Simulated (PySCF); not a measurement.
# C2H4BClS2: the cost of one run

Computed with PySCF 2.14.0, with density-fitted response routines of our own, on a single molecule in the gas phase. Atoms count from 0, in the outputs and in this text.

## (1) Starting geometry

10 atoms, charge 0, multiplicity 1; geometry from: PBE0-D3(BJ)/def2-SVP.

Bonds of the start (Å): Cl0–B1 1.75, B1–S2 1.80, S2–C3 1.83, C3–C4 1.51, C4–S5 1.83, S5–B1 1.80, C3–H6 1.10, C3–H7 1.10, C4–H8 1.10, C4–H9 1.10.

## (2) X-ray photoelectron lines: SCAN, X2C

The job: settings as JSON, then the geometry in Å.

```
{"job": {"kind": "xps"}, "charge": 0, "multiplicity": 1}
Cl     3.436281     0.609915     0.075420
B      1.711040     0.307166     0.034657
S      0.565076     1.170583     1.117838
C     -0.924594     0.559205     0.249236
C     -0.664276    -0.832396    -0.287978
S      0.978177    -0.886746    -1.092606
H     -1.153793     1.263589    -0.565449
H     -1.764540     0.562963     0.959737
H     -1.422927    -1.126813    -1.028573
H     -0.664692    -1.575151     0.524688
```

With the program's defaults for keys left out, this is: delta-SCF UKS SCAN, pcX-2 on the ionised atom, pcseg-1 elsewhere, spin-free X2C.

Command:

```bash
$ OMP_NUM_THREADS=1 python probes_run.py task.json out
```

The driver reads the jobs from task.json and runs them one after another.

Q: Estimate the wall time and peak memory of this first job on 1 thread of Arm Neoverse V2, shared host.

About 33 s, with a peak of 0.54 GiB.
